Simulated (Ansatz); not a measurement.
# SbS3: the cost of one run

Method: DFT PBE, scalar-relativistic, plane waves, PAW, in Ansatz 0.2.0.

1 further run of the same task is left out (it didn't finish). Runs told in other sessions of the task aren't counted.

**1. The system as given**

The structure is hexagonal, space group P6/mmm (No. 191). The conventional cell has a = 5.521 Å, b = 5.521 Å, c = 3.258 Å, α = 90.00°, β = 90.00°, γ = 120.00°. Sb (site symmetry 6/mmm) has 6 S at 2.76 Å in its first shell of neighbours. S (site symmetry mmm) is surrounded by 2 Sb at 2.76 Å and 4 S at 2.76 Å.

As a file:

```cif
data_structure
_symmetry_space_group_name_H-M 'P 1'
_symmetry_Int_Tables_number 1
_cell_length_a 5.5209
_cell_length_b 5.5209
_cell_length_c 3.2580
_cell_angle_alpha 90.000
_cell_angle_beta 90.000
_cell_angle_gamma 120.000
_cell_volume 86.00
loop_
_atom_site_label
_atom_site_type_symbol
_atom_site_fract_x
_atom_site_fract_y
_atom_site_fract_z
_atom_site_occupancy
Sb1 Sb 0.00000 0.00000 0.50000 1
S1 S 0.50000 0.00000 0.50000 1
S2 S 0.00000 0.50000 0.50000 1
S3 S 0.50000 0.50000 0.50000 1
```

The cell was relaxed beforehand at this level, from a generated guess; it is a trial structure. At a tolerance of 0.05 Å it has space group P6/mmm (No. 191); it has 21.50 Å³/atom, an uncorrected energy of +0.63 eV/atom over the elements.

**2. Bands, states and charges**

input.yaml

```yaml
crystal:
  lattice:
    - [5.5208773579, 0.0, 0.0]
    - [-2.760438679, 4.7812200432, 0.0]
    - [0.0, 0.0, 3.2579749862]
  atoms:
    - { symbol: Sb, position: [0.0, 0.0, 0.5] }
    - { symbol: S, position: [0.5, 0.0, 0.5] }
    - { symbol: S, position: [0.0, 0.5, 0.5] }
    - { symbol: S, position: [0.5, 0.5, 0.5] }
basis:
  ecutwfc: 420
kpoints:
  mp_grid: { grid: [12, 12, 14] }
  band_path:
    path:
      - [[0.0, 0.0, 0.0], [0.5, 0.0, 0.0], [0.33333333, 0.33333333, 0.0], [0.0, 0.0, 0.0], [0.0, 0.0, 0.5], [0.5, 0.0, 0.5], [0.33333333, 0.33333333, 0.5], [0.0, 0.0, 0.5]]
      - [[0.5, 0.0, 0.5], [0.5, 0.0, 0.0]]
      - [[0.33333333, 0.33333333, 0.5], [0.33333333, 0.33333333, 0.0]]
    npoints: 14
hamiltonian:
  xc: pbe
scf:
  occupations: { method: gaussian, width: 0.1 }
  n_extra_bands: 10
output:
  forces: true
  stress: true
  eigenvalues: true
  populations: true
  dos: { projected: true, de: 0.02, nscf_kmesh: { grid: [15, 15, 17] } }
  bader: true
  write_density: true
  write_potential: true
  elf: true
  volumetric_format: npy
```

Command:

```bash
$ ansatz run input.yaml --threads 1 --pin off --max-ram 2560MiB --backend cpu --events-out ev --progress --plain --runs-dir out
```

Q: Estimate wall time and peak memory on 1 thread of Intel Xeon at 2.50GHz (Skylake/Cascade Lake), shared host.

About 1.9 min, with a peak of 0.65 GiB.
